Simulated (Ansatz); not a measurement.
# Ca3PbO (Pm-3m): test of the smearing width

The task is a test of the smearing width, for Ca3PbO (Pm-3m).

All numbers are computed with Ansatz 0.2.0, driven from Python. Level of theory: DFT r2SCAN, plane waves, PAW.

## Step 1: The structure

Symmetry: Pm-3m, No. 221, cubic system. The conventional cell has a = 4.847 Å, b = 4.847 Å, c = 4.847 Å, α = 90.00°, β = 90.00°, γ = 90.00°. Around Ca (site symmetry 4/mmm) lie 2 O at 2.42 Å. Pb (site symmetry m-3m) has 12 Ca at 3.43 Å as nearest neighbours. O (site symmetry m-3m) has 6 Ca at 2.42 Å as nearest neighbours.

Input file ca3pbo.cif:

```cif
data_Ca3PbO
_cell_length_a 4.847000
_cell_length_b 4.847000
_cell_length_c 4.847000
_cell_angle_alpha 90.00000
_cell_angle_beta 90.00000
_cell_angle_gamma 90.00000
_symmetry_space_group_name_H-M 'P 1'
_symmetry_Int_Tables_number 1
loop_
_symmetry_equiv_pos_as_xyz
'x, y, z'
loop_
_atom_site_label
_atom_site_type_symbol
_atom_site_fract_x
_atom_site_fract_y
_atom_site_fract_z
Ca1 Ca    0.000000    0.500000    0.500000
Ca2 Ca    0.500000    0.000000    0.500000
Ca3 Ca    0.500000    0.500000    0.000000
Pb4 Pb    0.000000    0.000000    0.000000
O5 O    0.500000    0.500000    0.500000
```

## Step 2: Script

smear_ca3pbo.py reads:

```python
'''How the energy of Ca3PbO depends on the smearing.'''

import warnings

import ansatz as az
from ase.io import read
import pandas as pd

warnings.simplefilter('ignore', az.DeckWarning)

atoms = read('ca3pbo.cif')
crystal = az.Crystal.from_ase(atoms)

job = crystal.calculation()
job = job.kpoints(5, 5, 5)
job = job.functional(az.Functional.R2SCAN)
job = job.basis(530).stress()

rows = []
for value in [0.5, 0.3, 0.2, 0.1]:
    data = job.occupations('methfessel_paxton', width=value).run(threads=1, pin='off').report
    rows.append((value, data['free_energy_ev'] / len(data['lattice']['sites']), data['n_iterations'], sum(data['stress_gpa'][i][i] for i in range(3)) / 3, data['n_kpoints']))

table = pd.DataFrame(rows, columns=['width (eV)', 'F/atom (eV)', 'iterations', 'P (GPa)', 'k-points'])
print(table.round(5).to_string(index=False))

# the last row is the reference
for row in rows[:-1]:
    shift = 1000 * (row[1] - rows[-1][1])
    print(f'{row[0]}: {shift:+.2f} meV/atom' + ('  (within 1 meV)' if abs(shift) < 1 else ''))
```

## Step 3: The calls as engine input

The engine receives this input (first run):

```yaml
crystal:
  lattice:
    - [4.847, 0.0, 0.0]
    - [0.0, 4.847, 0.0]
    - [0.0, 0.0, 4.847]
  atoms:
    - { symbol: Ca, position: [0.0, 0.5, 0.5] }
    - { symbol: Ca, position: [0.5, 0.0, 0.5] }
    - { symbol: Ca, position: [0.5, 0.5, 0.0] }
    - { symbol: Pb, position: [0.0, 0.0, 0.0] }
    - { symbol: O, position: [0.5, 0.5, 0.5] }
basis:
  ecutwfc: 530.0
kpoints:
  mp_grid:
    grid: [5, 5, 5]
hamiltonian:
  xc: r2scan
scf:
  occupations:
    method: methfessel_paxton
    width: 0.5
output:
  stress: true
```

## Step 4: The run

Run with:

```bash
> python smear_ca3pbo.py
```

Log:

```text
 width (eV)  F/atom (eV)  iterations  P (GPa)  k-points
        0.5  -3592.13162           9 -0.40660        10
        0.3  -3592.13237           8 -0.37843        10
        0.2  -3592.13238           8 -0.37160        10
        0.1  -3592.13239           8 -0.36178        10
0.5: +0.77 meV/atom  (within 1 meV)
0.3: +0.02 meV/atom  (within 1 meV)
0.2: +0.01 meV/atom  (within 1 meV)
```

It took 9.9 s on 1 thread of AMD EPYC 9R45 (Zen 5), shared host; peak memory 0.83 GiB.

## Step 5: What changed from run to run

The engine's inputs for the other runs:

Run 2, against run 1:

```diff
@@ -22 +22 @@
-    width: 0.5
+    width: 0.3
```

Run 3, against run 1:

```diff
@@ -22 +22 @@
-    width: 0.5
+    width: 0.2
```

Run 4, against run 1:

```diff
@@ -22 +22 @@
-    width: 0.5
+    width: 0.1
```

## Step 6: What each run gave

One row for each of the 4 runs:

| run | width (eV) | energy from run 4 (meV/atom) | the same at zero width (meV/atom) | pressure (GPa) | SCF cycles | CPU time (s) |
| --- | --- | --- | --- | --- | --- | --- |
| 1 | 0.5 | 0.77 | -0.28 | -0.41 | 9 | 2.4 |
| 2 | 0.3 | 0.02 | -0.01 | -0.38 | 8 | 2.1 |
| 3 | 0.2 | 0.01 | 0.04 | -0.37 | 8 | 2.1 |
| 4 | 0.1 | 0.00 | 0.00 | -0.36 | 8 | 2.2 |

Energies are free energies F = E - TS of the smeared occupations. 

## Step 7: Summary of results

```
                              quantity           value
                         runs compared               4
       last run but one, from the last  +0.01 meV/atom
within 5 meV/atom of the last run from             0.5
```

**Reading.** Going from 0.1 to 0.5 eV changes F by +0.8 meV an atom. This scheme is built to cancel the term in the square of the width, so the shifts stay small and are partly the mesh's error. The pressure moves from -0.36 to -0.41 GPa. Reading the output:
- Cold and Methfessel-Paxton smearing aren't meant for a gap as narrow as their width.
- Pressure is positive in compression.
- Spin-orbit coupling, which matters for elements this heavy, is left out.
